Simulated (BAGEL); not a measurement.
**CH3NOSi (Si(NCO)H3): HF/cc-pVDZ (density fitting with qzvpp-jkfit)**

What is the energy change on altering one bond length of CH3NOSi (Si(NCO)H3) at HF/cc-pVDZ (density fitting with qzvpp-jkfit)? 

Program for the calculation: BAGEL 1.2.2.

9 further runs of the same task are left out: 7 that didn't finish, 2 set aside as unsound or not needed.

### Step 1. The system as given

The species is CH3NOSi (7 atoms), meant as a singlet with charge 0. SMILES: `[H][Si]([H])([H])N=C=O`. The coordinates come from a GFN2-xTB relaxation.

Bond lengths: Si1–N2 1.716 Å, N2–C3 1.183 Å, C3–O4 1.156 Å, Si1–H5 1.461 Å, Si1–H6 1.460 Å, Si1–H7 1.460 Å. Angles: Si1–N2–C3 177.2°, N2–C3–O4 179.4°, N2–Si1–H5 106.5°, N2–Si1–H6 105.7°, N2–Si1–H7 106.4°, H5–Si1–H6 112.5°, H5–Si1–H7 112.4°, H6–Si1–H7 112.7°.

### Step 2. A single-point energy at HF/cc-pVDZ (density fitting with qzvpp-jkfit)

The input, calc.json:

```json
{ "bagel": [

{
  "title": "molecule",
  "basis": "cc-pvdz.json",
  "df_basis": "qzvpp-jkfit",
  "angstrom": "true",
  "geometry": [
    { "atom": "Si", "xyz": [   -0.002880,   -0.001990,   -1.063700 ] },
    { "atom": "N", "xyz": [   -0.014160,    0.033040,    0.651740 ] },
    { "atom": "C", "xyz": [    0.004760,    0.005860,    1.834530 ] },
    { "atom": "O", "xyz": [    0.014960,   -0.012170,    2.990820 ] },
    { "atom": "H", "xyz": [    1.400400,   -0.007110,   -1.468610 ] },
    { "atom": "H", "xyz": [   -0.703260,    1.206090,   -1.488570 ] },
    { "atom": "H", "xyz": [   -0.699830,   -1.223710,   -1.456200 ] }
  ]
},
{
  "title": "hf",
  "charge": 0
},
{
  "title": "print",
  "file": "orbitals.molden",
  "orbitals": "true"
}

]}
```

The basis set cc-pVDZ is read from a file made from the Basis Set Exchange's data (not shown).

The run is started by

```bash
$ BAGEL_NUM_THREADS=1 BAGEL calc.json > calc.out
```

What it wrote:

```text
* using 1 threads per process

  ===============================================================
  ===============================================================

  *** Geometry ***

  { "atom" : "Si", "xyz" : [     -0.005442,     -0.003761,     -2.010102 ] },
  { "atom" : "N", "xyz" : [     -0.026759,      0.062437,      1.231610 ] },
  { "atom" : "C", "xyz" : [      0.008995,      0.011074,      3.466759 ] },
  { "atom" : "O", "xyz" : [      0.028270,     -0.022998,      5.651831 ] },
  { "atom" : "H", "xyz" : [      2.646372,     -0.013436,     -2.775271 ] },
  { "atom" : "H", "xyz" : [     -1.328969,      2.279180,     -2.812990 ] },
  { "atom" : "H", "xyz" : [     -1.322487,     -2.312477,     -2.751819 ] },

  Number of auxiliary basis functions:      411

  Since a DF basis is specified, we compute 2- and 3-index integrals:
    o Being stored without compression. Storage requirement is 0.018 GB

  Number of basis functions:       75
  Number of electrons      :       38

    * METHOD: MOLECULE                             0.14

  *** RHF ***

  === Nuclear Repulsion ===
   139.2020795479

      * DIIS with orbital gradients will be used.

  === RHF iteration (cc-pvdz.json) ===
      0       -457.72219081          0.01748101           0.04
      1       -457.84457252          0.01206362           0.04
      2       -457.90679450          0.00146074           0.04
      3       -457.90801666          0.00043764           0.04
      4       -457.90811209          0.00010174           0.04
      5       -457.90811793          0.00005112           0.04
      6       -457.90811957          0.00001100           0.04
      7       -457.90811970          0.00000380           0.04
      8       -457.90811971          0.00000137           0.04
      9       -457.90811971          0.00000038           0.04
     10       -457.90811971          0.00000011           0.04
     11       -457.90811971          0.00000004           0.04
     12       -457.90811971          0.00000001           0.04
     13       -457.90811971          0.00000001           0.04
    * SCF iteration converged.

    * Permanent dipole moment:
           (   -0.005958,     0.015111,     1.050223) a.u.

    * METHOD: HF                                   0.71

    * METHOD: PRINT                                0.01

  ===============================================================
```

Run time: 1 s. Hardware: 1 thread of Arm Neoverse V2, shared host; peak memory 0.092 GiB.

### Step 3. The distorted shape, same level

The input, hf.json:

```json
{ "bagel" : [

{
  "title" : "molecule",
  "basis" : "cc-pvdz.json",
  "df_basis" : "qzvpp-jkfit",
  "angstrom" : "true",
  "geometry" : [
    { "atom" : "Si", "xyz" : [      -0.015120,       0.019645,      -2.451202 ] },
    { "atom" : "N", "xyz" : [      -0.026400,       0.054675,      -0.735762 ] },
    { "atom" : "C", "xyz" : [      -0.007480,       0.027495,       0.447028 ] },
    { "atom" : "O", "xyz" : [       0.014960,      -0.012170,       2.990820 ] },
    { "atom" : "H", "xyz" : [       1.388160,       0.014525,      -2.856112 ] },
    { "atom" : "H", "xyz" : [      -0.715500,       1.227725,      -2.876072 ] },
    { "atom" : "H", "xyz" : [      -0.712070,      -1.202075,      -2.843702 ] }
  ]
},

{ "title" : "hf" },

{ "title" : "print", "file" : "orbitals.molden", "orbitals" : "true" }

]}
```

The basis set cc-pVDZ is read from a file made from the Basis Set Exchange's data (not shown).

The run is started by

```bash
$ BAGEL_NUM_THREADS=1 BAGEL hf.json > hf.out
```

What it wrote:

```text
* using 1 threads per process

  ===============================================================
  ===============================================================

  *** Geometry ***

  { "atom" : "Si", "xyz" : [     -0.028573,      0.037124,     -4.632100 ] },
  { "atom" : "N", "xyz" : [     -0.049889,      0.103321,     -1.390389 ] },
  { "atom" : "C", "xyz" : [     -0.014135,      0.051958,      0.844760 ] },
  { "atom" : "O", "xyz" : [      0.028270,     -0.022998,      5.651831 ] },
  { "atom" : "H", "xyz" : [      2.623242,      0.027448,     -5.397269 ] },
  { "atom" : "H", "xyz" : [     -1.352099,      2.320064,     -5.434988 ] },
  { "atom" : "H", "xyz" : [     -1.345617,     -2.271593,     -5.373818 ] },

  Number of auxiliary basis functions:      411

  Since a DF basis is specified, we compute 2- and 3-index integrals:
    o Being stored without compression. Storage requirement is 0.018 GB

  Number of basis functions:       75
  Number of electrons      :       38

    * METHOD: MOLECULE                             0.14

  *** RHF ***

  === Nuclear Repulsion ===
   118.1754152553

      * DIIS with orbital gradients will be used.

  === RHF iteration (cc-pvdz.json) ===
      0       -456.86216195          0.03163538           0.04
      1       -450.51012563          0.06106545           0.04
      2       -456.70221195          0.03296373           0.04
      3       -456.91645053          0.02895772           0.04
      4       -456.84012966          0.03026712           0.04
      5       -456.74714155          0.03156772           0.04
      6       -456.67928934          0.03212389           0.04
      7       -457.54191976          0.01306775           0.04
      8       -457.64672113          0.00471529           0.04
      9       -457.66333122          0.00239714           0.04
     10       -457.66745272          0.00093436           0.04
     11       -457.66837756          0.00030518           0.04
     12       -457.66847097          0.00004279           0.04
     13       -457.66847251          0.00001143           0.04
     14       -457.66847262          0.00000251           0.04
     15       -457.66847263          0.00000152           0.04
     16       -457.66847263          0.00000115           0.04
     17       -457.66847263          0.00000107           0.04
     18       -457.66847264          0.00000100           0.04
     19       -457.66847266          0.00000077           0.04
     20       -457.66847268          0.00000033           0.04
     21       -457.66847268          0.00000009           0.04
     22       -457.66847268          0.00000006           0.04
     23       -457.66847268          0.00000002           0.04
     24       -457.66847268          0.00000001           0.04
    * SCF iteration converged.

    * Permanent dipole moment:
           (    0.000032,     0.010096,     1.412070) a.u.

    * METHOD: HF                                   1.14

    * METHOD: PRINT                                0.01

  ===============================================================
```

Run time: 1.4 s. Hardware: 1 thread of Arm Neoverse V2, shared host; peak memory 0.092 GiB.

### Step 4. Results

Level: HF/cc-pVDZ (density fitting with qzvpp-jkfit).

| quantity | value |
| --- | --- |
| first shape: total energy | -457.90812 Eh |
| first shape: dipole moment | 2.67 D |
| first shape: HOMO energy | -11.75 eV |
| first shape: LUMO energy | 3.67 eV |
| first shape: HOMO–LUMO gap | 15.43 eV |
| distorted shape: total energy | -457.66847 Eh |
| distorted shape: dipole moment | 3.59 D |
| distorted shape: HOMO energy | -13.16 eV |
| distorted shape: LUMO energy | 1.61 eV |
| distorted shape: HOMO–LUMO gap | 14.77 eV |
| energy change with the C3–O4 bond stretched from 1.156 to 2.544 Å | 6.521 eV |

**Reading.** With the C3–O4 bond stretched from 1.156 to 2.544 Å the energy rises by 6.52 eV (150 kcal/mol). The first shape isn't relaxed at this level, so the change isn't measured from a minimum. A restricted reference can't describe the breaking bond well at this length.
